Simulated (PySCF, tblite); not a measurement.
# C₅H₄B radical: geometry, infrared bands and EPR parameters

What infrared bands and EPR parameters should C₅H₄B radical (`C#CB([CH2])C#C`) show?

Computed with tblite 0.8.0 and PySCF 2.14.0, with density-fitted response routines of our own, on a single molecule in the gas phase. Atoms count from 0, in the outputs and in this text.

## 1. The starting structure

10 atoms, charge 0, multiplicity 2; geometry from: force field or distance geometry start.

Bonds of the start (Å): C0–C1 1.19, C1–B2 1.56, B2–C3 1.57, B2–C4 1.53, C4–C5 1.20, C0–H6 1.07, C3–H7 1.11, C3–H8 1.11, C5–H9 1.06.

## 2. Relaxing the molecule with GFN2-xTB

The job: settings as JSON, then the geometry in Å.

```
{"job": {"kind": "relax", "xc": "GFN2-xTB", "basis": "xTB"}, "charge": 0, "multiplicity": 2}
C     -1.720100     0.659100    -1.725400
C     -0.950200     0.280800    -0.903400
B      0.061100    -0.218900     0.167600
C     -0.141600    -1.628000     0.835300
C      1.237500     0.667400     0.573400
C      2.166300     1.363600     0.878900
H     -2.415800     1.003700    -2.457700
H     -1.110200    -1.664300     1.375700
H     -0.104100    -2.432300     0.070000
H      2.986000     1.973500     1.163100
```

Run with:

```console
> OMP_NUM_THREADS=1 python probes_run.py task.json out
```

The driver reads the jobs from task.json and runs them one after another.

Standard output:

```text
step      E/eV     max force
  0    -373.20625    2.845
  1    -373.15932    6.027
  2    -373.36678    1.282
  3    -373.41704    1.077
  4    -373.43803    2.906
  5    -373.48176    0.617
  6    -373.49241    0.310
  7    -373.50037    0.401
  8    -373.50718    0.383
  9    -373.51373    0.256
 10    -373.51708    0.175
 11    -373.51937    0.170
 12    -373.52170    0.215
 13    -373.52415    0.215
 14    -373.52593    0.119
 15    -373.52691    0.116
 16    -373.52778    0.112
 17    -373.52938    0.194
 18    -373.53258    0.291
 19    -373.53852    0.354
 20    -373.54653    0.563
 21    -373.55905    0.549
 22    -373.58509    0.542
 23    -373.59797    1.035
 24    -373.62392    1.056
 25    -373.65933    0.771
 26    -373.70094    0.478
 27    -373.74258    0.657
 28    -373.76382    0.821
 29    -373.78317    0.357
 30    -373.79977    0.359
 31    -373.81677    0.343
 32    -373.83447    0.585
 33    -373.84926    0.726
 34    -373.87175    0.679
 35    -373.89103    0.444
 36    -373.91201    0.438
 37    -373.92499    0.430
 38    -373.94429    0.472
 39    -373.96001    0.504
 40    -373.97755    0.342
 41    -373.97580    0.814
 42    -373.98739    0.225
 43    -373.99089    0.175
 44    -373.99944    0.222
 45    -374.00157    0.231
 46    -374.00484    0.178
 47    -374.00768    0.111
 48    -374.00938    0.106
 49    -374.01053    0.100
 50    -374.01134    0.156
 51    -374.01218    0.141
 52    -374.01425    0.138
 53    -374.01515    0.067
 54    -374.01557    0.041
 55    -374.01570    0.035
 56    -374.01586    0.034
 57    -374.01608    0.040
 58    -374.01625    0.029
 59    -374.01632    0.025
 60    -374.01636    0.016
 61    -374.01640    0.016
 62    -374.01643    0.014
 63    -374.01646    0.012
 64    -374.01648    0.013
 65    -374.01651    0.012
 66    -374.01654    0.012
 67    -374.01658    0.016
 68    -374.01661    0.017
 69    -374.01664    0.014
 70    -374.01667    0.013
 71    -374.01671    0.015
 72    -374.01675    0.015
 73    -374.01678    0.011
 74    -374.01678    0.006
```

It took 0.27 s on 1 thread of Arm Neoverse V1, shared host.

Step by step: (not every step is listed) (the energy doesn't fall at every step)

```csv
step,energy from step 0 (eV),largest force (eV/Å)
0,0.0000,2.8446
1,0.0469,6.0275
2,-0.1605,1.2822
3,-0.2108,1.0769
4,-0.2318,2.9062
5,-0.2755,0.6168
6,-0.2862,0.3096
7,-0.2941,0.4013
8,-0.3009,0.3832
14,-0.3197,0.1194
20,-0.3403,0.5627
26,-0.4947,0.4782
32,-0.6282,0.5846
38,-0.7380,0.4718
44,-0.7932,0.2219
50,-0.8051,0.1563
56,-0.8096,0.0338
62,-0.8102,0.0139
68,-0.8104,0.0168
69,-0.8104,0.0145
70,-0.8104,0.0135
71,-0.8105,0.0152
72,-0.8105,0.0154
73,-0.8105,0.0112
74,-0.8105,0.0062
```

Distances of close pairs at the start and the end, largest changes first:

```csv
bond,before (Å),after (Å),change (Å)
B2–C3,1.572,1.509,-0.063
C1–B2,1.555,1.514,-0.042
C3–H8,1.111,1.079,-0.032
C3–H7,1.110,1.079,-0.031
C0–C1,1.188,1.206,+0.018
C0–H6,1.067,1.052,-0.015
B2–C4,1.528,1.514,-0.014
C5–H9,1.060,1.052,-0.008
```

The end geometry stands in the next job.

## 3. Harmonic vibrations with GFN2-xTB

The job: settings as JSON, then the geometry in Å.

```
{"job": {"kind": "ir", "xc": "GFN2-xTB", "basis": "xTB"}, "charge": 0, "multiplicity": 2}
C     -1.663627     0.711782    -1.876923
C     -0.941912     0.299235    -1.002846
B     -0.036319    -0.217515     0.094709
C     -0.262104    -1.584466     0.693043
C      1.100617     0.655316     0.581827
C      2.007242     1.350763     0.968375
H     -2.295307     1.069201    -2.638781
H      0.358068    -1.993353     1.475341
H     -1.056265    -2.242395     0.375775
H      2.798490     1.956085     1.306953
```

Standard output:

```text
mode    cm-1     km/mol
  1      97.4      0.21
  2     152.1      2.67
  3     168.4      1.22
  4     190.0      0.00
  5     271.9      0.00
  6     356.2      0.12
  7     446.5      0.81
  8     466.5      6.82
  9     642.6      2.49
 10     659.6      8.66
 11     669.4      0.02
 12     671.6      9.31
 13     682.0     33.98
 14     746.7     81.70
 15     789.5      2.13
 16    1149.1     77.26
 17    1216.2     18.20
 18    1421.3      0.17
 19    2177.0    147.79
 20    2194.6     28.95
 21    3084.6     17.83
 22    3113.7     36.00
 23    3356.7      8.49
 24    3357.4      1.75
```

It took 0.17 s on 1 thread of Arm Neoverse V1, shared host.

The strongest bands and the atoms that carry them (share of the mass-weighted mode):

```csv
cm⁻¹,km/mol,atoms
682,34.0,"H6 32 %, H9 32 %, C3 13 %"
747,81.7,"H8 26 %, H7 26 %, C3 22 %, B2 12 %"
1149,77.3,B2 75 %
1216,18.2,"B2 67 %, C3 18 %"
2177,147.8,"C1 29 %, C4 28 %, C0 17 %, C5 17 %"
2195,28.9,"C4 29 %, C1 28 %, C5 17 %, C0 17 %"
3085,17.8,"H8 51 %, H7 45 %"
3114,36.0,"H7 48 %, H8 42 %"
```

## 4. EPR parameters: B3LYP/pcH-1

Settings changed since step 3:

```diff
@@ -1,2 +1,2 @@
-{"job": {"kind": "ir", "xc": "GFN2-xTB", "basis": "xTB"}, "charge": 0, "multiplicity": 2}
+{"job": {"kind": "epr", "basis": "pcH-1"}, "charge": 0, "multiplicity": 2}
 C     -1.663627     0.711782    -1.876923
```

With the program's defaults for keys left out, this is: UKS B3LYP, pcH-1 on B C H, non-relativistic, mean-field spin-orbit, GIAO.

Standard output:

```text
UKS, coarse grid
  cycle   1  E = -217.58683831  |g| = 3.29e-01
  cycle   2  E = -217.54663146  |g| = 4.25e-01
  cycle   3  E = -217.63145369  |g| = 1.85e-01
  cycle   4  E = -217.64845695  |g| = 3.03e-02
  cycle   5  E = -217.64890548  |g| = 1.47e-02
  cycle   6  E = -217.64903551  |g| = 2.49e-03
  cycle   7  E = -217.64904204  |g| = 1.54e-03
  cycle   8  E = -217.64904421  |g| = 2.90e-04
UKS, final grid
  cycle   1  E = -217.64903636  |g| = 3.43e-04
  cycle   2  E = -217.64903609  |g| = 8.15e-04
  cycle   3  E = -217.64903644  |g| = 9.93e-05
  cycle   4  E = -217.64903645  |g| = 4.13e-05
  cycle   5  E = -217.64903646  |g| = 1.76e-05
E = -217.64903646 Eh   <S^2> = 0.7556 (exact 0.7500)
g shifts (ppm)      1          2          3
  rmc          -123       -123       -123
  gc              1         31         31
  oz_so           8        527        799
  total        -114        435        707
hyperfine (MHz)  atom isotope    a_iso     a_fc   dipolar eigenvalues
    0   13C       7.26       7.26     -8.38     -7.48     15.86
    1   13C      -8.64      -8.64     -2.89     -1.01      3.89
    2   11B     -14.83     -14.83     -9.43     -1.74     11.17
    3   13C      56.04      56.04    -63.48    -62.93    126.41
    4   13C      -8.64      -8.64     -2.89     -1.01      3.89
    5   13C       7.26       7.26     -8.38     -7.48     15.86
    6    1H      -7.78      -7.78     -4.28     -0.93      5.21
    7    1H     -49.03     -49.03    -30.43     -1.69     32.11
    8    1H     -49.04     -49.04    -30.41     -1.69     32.11
    9    1H      -7.78      -7.78     -4.28     -0.93      5.21
```

It took 22 s on 1 thread of Arm Neoverse V1, shared host; peak memory 0.71 GiB.

Principal g values 2.00221, 2.00275, 2.00303; g(iso) = 2.00266, against 2.00232 for a free electron.

Mean a(iso) over the nuclei that a row names, and the largest dipolar term of the row (other rows stand at the frozen geometry):

```
nuclei  isotope  a(iso) (MHz)  a(iso) (G, at g = 2.0023)  largest dipolar term (MHz)
    C3      13C          56.0                       20.0                       126.4
H7, H8       1H         -49.0                      -17.5                        32.1
    B2      11B         -14.8                       -5.3                        11.2
C1, C4      13C          -8.6                       -3.1                         3.9
H6, H9       1H          -7.8                       -2.8                         5.2
C0, C5      13C           7.3                        2.6                        15.9
```

Mulliken spin populations:

```
atom  value (e)
  C0       0.11
  C1      -0.05
  B2       0.11
  C3       0.86
  C4      -0.05
  C5       0.11
  H6       0.00
  H7      -0.04
  H8      -0.04
  H9       0.00
```

In first order the couplings over 0.8 MHz of 1H, 11B give 36 distinct lines over 56.4 G, if the averaged nuclei exchange fast; the same motion can average rows kept apart here too.

The fields below are evaluated on a grid from the run's orbitals.

ELF in a plane through or near 10 of the atoms.

Values, 10 rows by 14 columns:
```
0.00 0.00 0.00 0.00 0.00 0.00 0.00 0.00 0.00 0.00 0.00 0.00 0.00 0.00
0.00 0.00 0.00 0.00 0.00 0.04 0.03 0.02 0.06 0.00 0.00 0.00 0.00 0.00
0.00 0.00 0.00 0.00 0.11 0.99 0.92 0.47 0.99 0.85 0.00 0.00 0.00 0.00
0.00 0.00 0.00 0.00 0.01 0.91 0.87 0.38 0.97 0.40 0.00 0.00 0.00 0.00
0.00 0.00 0.00 0.23 0.34 0.20 0.51 0.45 0.25 0.27 0.34 0.07 0.00 0.00
0.00 0.00 0.08 0.56 0.85 0.25 0.96 0.34 0.44 0.81 0.73 0.27 0.01 0.00
0.00 0.01 0.91 0.99 0.37 0.88 0.48 0.09 0.69 0.62 0.69 0.98 0.28 0.00
0.00 0.00 0.89 0.98 0.56 0.58 0.13 0.01 0.41 0.58 0.85 0.97 0.20 0.00
0.00 0.00 0.00 0.02 0.03 0.03 0.00 0.00 0.01 0.04 0.02 0.01 0.00 0.00
0.00 0.00 0.00 0.00 0.00 0.00 0.00 0.00 0.00 0.00 0.00 0.00 0.00 0.00
```
The map spans 11.7 Å across and 9.9 Å up, centred on the molecule. Atoms in the plane (x, y in Å): C0 (2.3, -1.1), C1 (1.3, -0.5), B2 (0.0, 0.2), C3 (0.0, 1.8), C4 (-1.3, -0.5), C5 (-2.3, -1.1), H6 (3.3, -1.7), H7 (-0.9, 2.3), H8 (0.9, 2.3), H9 (-3.3, -1.7).

On the surface of density 0.002 e/bohr³ the electrostatic potential runs, from the 1st to the 99th percentile, from -0.94 V near C1 to 1.61 V near H6.

The spin density lies nearest to C3 53 %; B2 10 %; H7, H8 about 8 % each; C0, C5 about 7 % each.

## 5. What came out

| quantity | value |
| --- | --- |
| strongest single infrared mode (GFN2-xTB) | 2177 cm⁻¹, 148 km/mol |
| zero-point energy (GFN2-xTB) | 40.1 kcal/mol |
| g(iso) (B3LYP) | 2.00266 |
| ⟨S²⟩ | 0.756 (exact 0.75) |
| largest a(iso) (averaged by class) | 13C on C3, 56.0 MHz |
| potential on the surface of density 0.002 e/bohr³, 1st and 99th percentile | -0.94 V and 1.61 V |

The optimisation took 74 steps and gained 0.811 eV; among the close pairs (by a distance rule), B2–C3 changed most, from 1.572 to 1.509 Å. All 24 modes are real, so the xTB geometry is a minimum. The strongest single mode, at 2177 cm⁻¹, is carried by C1, C4, C0, C5. Unscaled tight-binding wavenumbers are off by several per cent, some by more. Its intensities can rank the bands wrongly. C3 carries the largest spin population, 0.86 e. The isotropic g lies 0.3 ppt above the free-electron value. The conformer search found further structures of the same energy, which may be mirror or relabelled copies of this one.
